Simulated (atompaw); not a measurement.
# Pseudopotential generation for magnesium: PAW (atompaw), PBEsol

Aim: build the potential from the settings below, then test how well it stands in for the atom: scattering, ghost states and the plane-wave cutoff that it needs.

The numbers are computed with atompaw 4.2.0.5 (PBEsol, scalar-relativistic, spin-unpolarised reference atom).

**1. The design**

Typed settings, in words:

```
element                 : magnesium (Mg, Z = 12)
type                    : PAW
frozen core             : [He]
valence charge          : 10
reference configuration : 2s2 2p6 3s2 3p0
partial waves           : 2s (bound): rc 0.85 bohr; 3s (bound): rc 1.25 bohr; 2p (bound): rc 0.90 bohr; 3p (bound, empty): rc 1.40 bohr; 3d channel at 0.45 Ry: rc 1.40 bohr
local potential         : troulliermartins scheme with l = 3 at 0.5 Ry, radius 0.95 bohr
core correction         : smooth core density matched at 1.05 bohr
augmentation charge     : besselshape compensation charge, radius 1.20 bohr; PAW radius 1.40 bohr; waves and projectors: modrrkj vanderbiltortho
```

An earlier all-electron run gives the scale for the radii.

All-electron outer shells of the reference configuration (PBEsol, scalar-relativistic, ld1.x):

```tsv
shell	level (eV)	outermost node (bohr)	outermost maximum (bohr)
1s	-1256.64	–	0.09
2s	-79.59	0.18	0.55
2p	-46.55	–	0.48
3s	-4.68	0.90	2.56
3p	-1.30	0.96	3.50
```

**2. Generating the potential**

Input file Mg.input:

```
Mg 12
GGA-PBESOL scalarrelativistic loggrid 1500 logderivrange -8 5 326
3 3 0 0 0 0
3 1 0
0 0 0
c
v
v
v
v
2
1.40 1.20 0.95 1.05
n
n
y
0.45
n
modrrkj vanderbiltortho besselshape
3 0.5 troulliermartins
0.85
1.25
0.90
1.40
1.40
PWSCFOUT
UPFDX 0.0125d0 UPFXMIN -7.d0 UPFZMESH 12.d0
END
```

Launch:

```console
$ atompaw < Mg.input > Mg.log
```

Before running it: what results should come out? Wanted: cutoffs for 10 and 1 mRy, occupied levels; bound ghosts; largest phase difference near zero energy, channels read; lowest eigenvalue of the overlap; share of valence orbitals outside the PAW sphere; UPF file.

As calculated:

```
                                                quantity                             value
               cutoffs for 10 and 1 mRy, occupied levels                 110 Ry and 180 Ry
                                            bound ghosts                        none found
largest phase difference near zero energy, channels read                         0.000 rad
         lowest eigenvalue of the overlap (Bessel basis)                         0.502 (p)
        share of valence orbitals outside the PAW sphere  2s 3 %, 3s 96 %, 2p 5 %, 3p 98 %
                                                UPF file                           written
```

By its cutoff, 110 Ry for the looser tolerance, it is hard. The slowest occupied level is 2p: taken alone it needs 140 Ry to come within 1 mRy, against 55 Ry for 2s. The Bessel-basis test finds no level below the valence levels. Near zero energy the phases of the channels with partial waves that could be evaluated agree within 0.001 rad. These are tests on the free atom; a crystal test is still owed.
